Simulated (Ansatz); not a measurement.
# Al2O3 (Corundum): the cost of one run

Computed with Ansatz 0.2.0 (DFT, PBE, plane-wave PAW, default files, scalar-relativistic, unless a step's input says otherwise).

## Step 1: The system as given

It takes space group R-3c (No. 167, trigonal). Conventional cell: a = 4.760 Å, b = 4.760 Å, c = 12.996 Å, α = 90.00°, β = 90.00°, γ = 120.00°. Al (site symmetry 3) has 6 O at 1.85 to 1.97 Å as nearest neighbours. O (site symmetry 2) is surrounded by 4 Al at 1.85 to 1.97 Å.

Coordinates:

```xyz
10
Lattice="2.3803 1.3742 4.3319 -2.3803 1.3742 4.3319 0.0000 -2.7485 4.3319" Properties=species:S:1:pos:R:3 pbc="T T T"
Al    0.0000    0.0000    4.5765
Al    0.0000    0.0000    1.9213
Al    0.0000    0.0000    8.4191
Al    0.0000    0.0000   11.0743
O    -0.9203    1.3742    7.5808
O    -0.7300   -1.4841    7.5808
O     1.6503    0.1099    7.5808
O     0.9203   -1.3742    5.4148
O     0.7300    1.4841    5.4148
O    -1.6503   -0.1099    5.4148
```

## Step 2: Relaxing the atoms in the given cell

Input file input.yaml:

```yaml
crystal:
  lattice:
    - [2.38025, 1.3742379782, 4.3318666667]
    - [-2.38025, 1.3742379782, 4.3318666667]
    - [0.0, -2.7484759565, 4.3318666667]
  atoms:
    - { symbol: Al, position: [0.35216, 0.35216, 0.35216] }
    - { symbol: Al, position: [0.14784, 0.14784, 0.14784] }
    - { symbol: Al, position: [0.64784, 0.64784, 0.64784] }
    - { symbol: Al, position: [0.85216, 0.85216, 0.85216] }
    - { symbol: O, position: [0.55668, 0.94332, 0.25] }
    - { symbol: O, position: [0.25, 0.55668, 0.94332] }
    - { symbol: O, position: [0.94332, 0.25, 0.55668] }
    - { symbol: O, position: [0.44332, 0.05668, 0.75] }
    - { symbol: O, position: [0.75, 0.44332, 0.05668] }
    - { symbol: O, position: [0.05668, 0.75, 0.44332] }
kpoints:
  mp_grid: { grid: [5, 5, 5] }
scf:
  occupations: { method: fermi_dirac, width: 0.02 }
hamiltonian:
  xc: pbe
  pseudopotentials: { kind: paw }
output:
  forces: true
  stress: true
  populations: true
  efg:
    quadrupole_moments_barn: { Al: 0.1466, O: -0.02558 }
    contact_densities: true
relax:
  f_tol: 0.02
  max_steps: 60
```

Started as:

```
ansatz run input.yaml --threads 1 --pin off --max-ram 3072MiB --backend cpu --events-out ev --progress --plain --runs-dir out
```

What time and memory should one allow on 1 thread of Arm Neoverse V1, shared host?

About 9.1 s, with a peak of 0.37 GiB.
